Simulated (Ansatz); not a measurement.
# CaC6: the cost of one run

Program: Ansatz 0.2.0. Level of theory: DFT PBE+D3(BJ), scalar-relativistic, plane waves, PAW. These are calculated values, not measurements.

### Step 1. The system as given

The structure is hexagonal, space group P6/mmm (No. 191). The conventional cell has a = 4.254 Å, b = 4.254 Å, c = 3.540 Å, α = 90.00°, β = 90.00°, γ = 120.00°. Ca (site symmetry 6/mmm) is surrounded by 12 C at 2.27 Å. C (site symmetry m2m) is surrounded by 3 C at 1.42 Å.

As a file:

```
Ca C
1.0
     4.25395    0.00000    0.00000
    -2.12697    3.68403    0.00000
     0.00000    0.00000    3.54014
Ca C
1 6
Direct
  0.00000 0.00000 0.50000
  0.00000 0.66667 0.00000
  0.66667 0.00000 0.00000
  0.33333 0.33333 0.00000
  0.66667 0.66667 0.00000
  0.33333 0.00000 0.00000
  0.00000 0.33333 0.00000
```

Recipe of the guess: Ca between sheets of the C type, stage 1 (P6/mmm, No. 191). The dimensions are guesses.

### Step 2. The guess as it stands, on a coarse mesh

input.yaml reads:

```yaml
crystal:
  lattice:
    - [4.25394799, 0.0, 0.0]
    - [-2.12697399, 3.68402702, 0.0]
    - [0.0, 0.0, 3.54014078]
  atoms:
    - { symbol: Ca, position: [0.0, 0.0, 0.5] }
    - { symbol: C, position: [0.0, 0.66666667, 0.0] }
    - { symbol: C, position: [0.66666667, 0.0, 0.0] }
    - { symbol: C, position: [0.33333333, 0.33333333, 0.0] }
    - { symbol: C, position: [0.66666667, 0.66666667, 0.0] }
    - { symbol: C, position: [0.33333333, 0.0, 0.0] }
    - { symbol: C, position: [0.0, 0.33333333, 0.0] }
basis:
  ecutwfc: 420
kpoints:
  mp_grid: { grid: [6, 6, 6] }
hamiltonian:
  xc: pbe
  dispersion: d3bj
scf:
  occupations: { method: gaussian, width: 0.1 }
  lower_state_search: "off"
output:
  forces: true
  stress: true
  eigenvalues: true
```

Started as:

```console
$ ansatz run input.yaml --threads 1 --pin off --max-ram 2048MiB --backend cpu --events-out ev --progress --plain --runs-dir out
```

Q: Estimate wall time and peak memory on 1 thread of Arm Neoverse N1, shared host.

About 4.2 s, with a peak of 0.31 GiB.
